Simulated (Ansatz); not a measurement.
Write a Python script for Ansatz's Python interface that makes a formation energy from the elements of Mg2NCl and its elements. Use (first run): revPBE, PAW, cutoff 420 eV, 9×9×9 k-points, cold smearing of 0.02 eV.

Script `mg2ncl_formation.py`:
```python
'''Is Mg2NCl bound against its elements, after relaxing atoms and volume at fixed cell shape.'''

from collections import Counter
import warnings

import ansatz
import numpy as np

GASES = {'N2'}


def solve(name, crystal):
    calc = (
        crystal.calculation()
        .functional('revpbe')
        .accuracy('low')
        .basis(420, xc_grid=2)
        .kpoints(spacing=0.26)
        .occupations('cold', width=0.02)
        .stress()
    )
    if name in GASES:
        return calc.kpoints(1, 1, 1).relax(force_tolerance=0.03, max_steps=40).run(threads=1, pin='off')
    calc = calc.relax(force_tolerance=0.03, max_steps=40, fix_cell=['shape'])
    return calc.run(threads=1, pin='off')


def counts(outcome):
    return Counter(site.symbol for site in outcome.lattice.sites)

def formation_energy(outcome, mu):
    n = counts(outcome)
    return (outcome.report['energy_sigma0_ev'] - sum(k * mu[element] for element, k in n.items())) / sum(n.values())


def volume_per_atom(outcome):
    return abs(np.linalg.det(outcome.lattice.cell_ang)) / len(outcome.lattice.sites)

warnings.simplefilter('ignore', ansatz.DeckWarning)

phases = {}
mg2ncl = (
    ansatz.Lattice.of((1.66066662, 0.95878632, 6.002977), (-1.66066662, 0.95878632, 6.002977), (0.0, -1.91757264, 6.002977))
    .atom('Mg', (0.222815, 0.222815, 0.222815))
    .atom('Mg', (0.777185, 0.777185, 0.777185))
    .atom('N', (0.5, 0.5, 0.5))
    .atom('Cl', (0.0, 0.0, 0.0))
)
phases['Mg2NCl'] = mg2ncl
mg = (
    ansatz.Lattice.from_parameters(3.2093, 3.2093, 5.2103, alpha=90.0, beta=90.0, gamma=120.0)
    .atom('Mg', (1 / 3, 2 / 3, 0.25))
    .atom('Mg', (2 / 3, 1 / 3, 0.75))
)
phases['Mg'] = mg
n2 = (
    ansatz.Lattice.of((9.0, 0.0, 0.0), (0.0, 9.5, 0.0), (0.0, 0.0, 10.0))
    .atom('N', (0.5, 0.5, 0.4445))
    .atom('N', (0.5, 0.5, 0.5555))
)
phases['N2'] = n2
cl = (
    ansatz.Lattice.from_parameters(3.866979, 3.866979, 8.21, alpha=90.0, beta=90.0, gamma=71.16148)
    .atom('Cl', (0.87, 0.13, 0.1))
    .atom('Cl', (0.63, 0.37, 0.6))
    .atom('Cl', (0.13, 0.87, 0.9))
    .atom('Cl', (0.37, 0.63, 0.4))
)
phases['Cl'] = cl

done = {name: solve(name, crystal) for name, crystal in phases.items()}

# energy of one atom in its reference phase
references = {'Mg': 'Mg', 'N': 'N2', 'Cl': 'Cl'}
mu = {element: done[name].report['energy_sigma0_ev'] / len(done[name].lattice.sites) for element, name in references.items()}

target = done['Mg2NCl']
heat = formation_energy(target, mu)
n = counts(target)
print('cell content:', dict(n), ' volume', round(volume_per_atom(target), 3), 'A^3/atom')
print('formation energy', round(heat, 4), 'eV/atom,', round(heat * sum(n.values()), 4), 'eV per cell')
print('bound against the elements' if heat < 0 else 'unbound against the elements')
# gas references are bare DFT energies, without zero-point or fitted corrections
```

`python mg2ncl_formation.py` gives:
```text
cell content: {<Element.MG: 'Mg'>: 2, <Element.N: 'N'>: 1, <Element.CL: 'Cl'>: 1}  volume 14.709 A^3/atom
formation energy -1.029 eV/atom, -4.1159 eV per cell
bound against the elements
```

Notes:
- The settings weren't tested for convergence.
- For the metals among these phases the mesh is modest: differences between phases can be off by up to 40 meV an atom.
- The program warned that this SCF threshold is loose for forces or stresses.
- Atoms and volume are relaxed with the cell's shape held, which in cells of lower than cubic symmetry can hide stresses and shift volumes.
- The cells come from databases of deposited and of computed structures, and not all need be stable phases.
- The compound is the structure given, not necessarily its lowest; energies are at zero temperature, with no correction for gases. A semilocal functional's error on such energies is often 0.05 to 0.1 eV an atom, and 0.1 to 0.3 eV against gases such as O2 or F2.
- The script silences the warnings on its input, which a real study should read.
- Hardware and time: 85 s on 1 thread of Arm Neoverse V1 (shared host), peak memory 0.65 GiB.
